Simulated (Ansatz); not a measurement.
# Ag4B3: the cost of one run

Method: DFT PBE, scalar-relativistic, plane waves, PAW, in Ansatz 0.2.0.

2 further runs of the same task are left out: 1 that didn't finish, 1 set aside as unsound or not needed.

### 1 Starting point

It takes space group P-43m (No. 215, cubic). Conventional cell: a = 4.826 Å, b = 4.826 Å, c = 4.826 Å, α = 90.00°, β = 90.00°, γ = 90.00°. Around Ag (site symmetry 3m) lie 3 B at 2.17 Å. Around B (site symmetry -42m) lie 4 Ag at 2.17 Å.

Structure file:

```
CELL_PARAMETERS angstrom
4.82597 0.00000 0.00000
0.00000 4.82597 0.00000
0.00000 0.00000 4.82597
ATOMIC_POSITIONS crystal
Ag 0.72378 0.27622 0.27622
Ag 0.27622 0.72378 0.27622
Ag 0.27622 0.27622 0.72378
Ag 0.72378 0.72378 0.72378
B 0.00000 0.00000 0.50000
B 0.50000 0.00000 0.00000
B 0.00000 0.50000 0.00000
```

A structure generator made this guess: species swapped into a database cell of Si3As4 (P-43m, No. 215), with B on the Si sites and Ag on the As sites. Its size is a rough estimate.

### 2 A first look at the guess

input.yaml reads:

```yaml
crystal:
  lattice:
    - [4.82596845, 0.0, 0.0]
    - [0.0, 4.82596845, 0.0]
    - [0.0, 0.0, 4.82596845]
  atoms:
    - { symbol: Ag, position: [0.72377767, 0.27622233, 0.27622233] }
    - { symbol: Ag, position: [0.27622233, 0.72377767, 0.27622233] }
    - { symbol: Ag, position: [0.27622233, 0.27622233, 0.72377767] }
    - { symbol: Ag, position: [0.72377767, 0.72377767, 0.72377767] }
    - { symbol: B, position: [0.0, 0.0, 0.5] }
    - { symbol: B, position: [0.5, 0.0, 0.0] }
    - { symbol: B, position: [0.0, 0.5, 0.0] }
basis:
  ecutwfc: 420
kpoints:
  mp_grid: { grid: [4, 4, 4] }
hamiltonian:
  xc: pbe
scf:
  occupations: { method: gaussian, width: 0.1 }
  lower_state_search: "off"
output:
  forces: true
  stress: true
  eigenvalues: true
```

Launch:

```console
ansatz run input.yaml --threads 1 --pin off --max-ram 2048MiB --backend cpu --events-out ev --progress --plain --runs-dir out
```

**Question.** How long does this run take on 1 thread of Arm Neoverse V1, shared host, and how much memory does it need?

About 5.1 s, with a peak of 0.32 GiB.
